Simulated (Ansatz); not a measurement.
# SnO2: the cost of one run

Method: DFT r2SCAN, scalar-relativistic, plane waves, PAW, in Ansatz 0.2.0.

1 further run of the same task is left out (set aside as unsound or not needed). Runs told in other sessions of the task aren't counted.

## Step 1: The starting structure

Symmetry: I4_1/amd, No. 141, tetragonal system. The conventional cell has a = 3.999 Å, b = 3.999 Å, c = 10.204 Å, α = 90.00°, β = 90.00°, γ = 90.00°. Sn (site symmetry -4m2) has 6 O at 2.05 to 2.08 Å in its first shell of neighbours. O (site symmetry 2mm) has 3 Sn at 2.05 to 2.08 Å in its first shell of neighbours.

As a file:

```cif
data_structure
_symmetry_space_group_name_H-M 'I4_1/amd:1'
_symmetry_Int_Tables_number 141
_cell_length_a 3.9991
_cell_length_b 3.9991
_cell_length_c 10.2042
_cell_angle_alpha 90.000
_cell_angle_beta 90.000
_cell_angle_gamma 90.000
_cell_volume 163.19
loop_
_atom_site_label
_atom_site_type_symbol
_atom_site_symmetry_multiplicity
_atom_site_Wyckoff_symbol
_atom_site_fract_x
_atom_site_fract_y
_atom_site_fract_z
_atom_site_occupancy
Sn1 Sn 4 a 0.00000 0.50000 0.25000 1
O1 O 8 e 0.50000 0.50000 0.29637 1
```

It goes back to an entry of the Materials Project, which need not be the stable form.

It is the result of an earlier relaxation at this level (volume 13.60 Å³/atom; gap on the mesh: 2.33 eV).

## Step 2: Zero of energy

The reference gives a free energy of -14351.9134 eV, pressure 0.01 GPa, largest force 0.000 eV/Å and gap on the mesh 2.33 eV. It was computed beforehand with the settings of the runs below.

## Step 3: Normal modes

input.yaml

```yaml
crystal:
  lattice:
    - [-1.9995434675, 1.9995434675, 5.1020851542]
    - [1.9995434675, -1.9995434675, 5.1020851542]
    - [1.9995434675, 1.9995434675, -5.1020851542]
  atoms:
    - { symbol: Sn, position: [0.75, 0.25, 0.5] }
    - { symbol: Sn, position: [0.0, 0.0, 0.0] }
    - { symbol: O, position: [0.7963663279, 0.7963663279, 0.0] }
    - { symbol: O, position: [0.9536336721, 0.4536336721, 0.5] }
    - { symbol: O, position: [0.2036336721, 0.2036336721, 0.0] }
    - { symbol: O, position: [0.5463663279, 0.0463663279, 0.5] }
basis:
  ecutwfc: 500
kpoints:
  mp_grid: { grid: [10, 10, 10] }
hamiltonian:
  xc: r2scan
scf:
  occupations: { method: gaussian, width: 0.05 }
output:
  eigenvalues: true
phonons:
  method: fd
  supercell: [1, 1, 1]
  amplitude: 0.02
  eigenvectors: true
  dielectric: false
```

On the command line:

```
ansatz run input.yaml --threads 2 --pin off --max-ram 5120MiB --backend cpu --events-out ev --progress --plain --runs-dir out
```

What time and memory should one allow on 2 threads of Intel Xeon 6975P-C (Granite Rapids), shared host?

About 2.9 min, with a peak of 2 GiB.
